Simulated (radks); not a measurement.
# Ga³⁺ in [Ar] 3d10: an all-electron calculation

The task here is to estimate one member of a computed series from the others.

Method: scalar-relativistic Kohn-Sham, PBEsol, spin-unpolarised, spherical densities, finite nucleus. Code: radks (a radial shooting solver on a logarithmic mesh, Libxc functionals) version 1.

## The system

```
element            : gallium (Z = 31)
charge             : +3
electrons          : 28
configuration      : [Ar] 3d10
nuclear rms radius : 3.9973 fm
```

Outer shells as boxes (Hund's rule):

Ga³⁺
```
[Ar] core
3d [↑↓][↑↓][↑↓][↑↓][↑↓]
```

The first run:

Input:

```text
Z 31
configuration [Ar] 3d10
relativity scalar-relativistic
functional pbe_sol,pbe_sol
spin unpolarised
nucleus finite rms 3.9973 fm
c 137.035999084
```

On the command line:

```console
python run_ks.py task.json out
```

This one command runs every case of the session in turn.

Among the steps run: Self-consistent calculation.

One of the session's tables, all rows but one given; the rest of the session is left out.

Radial moments (bohr):

```
level     <r>  outermost maximum (interpolated)  90 % within  nodes
   1s       ?                                 ?            ?      ?
   2s  0.2180                             0.183        0.337      1
   2p  0.1908                             0.146        0.312      0
   3s  0.6525                             0.565        0.978      2
   3p  0.6792                             0.567         1.05      1
   3d  0.7867                             0.533         1.34      0
```

Estimate the missing values for 1s.

As computed: <r>: 0.04863; outermost maximum (interpolated): 0.0318; 90 % within: 0.0869; nodes: 0. In the column «<r>» it is the lowest.
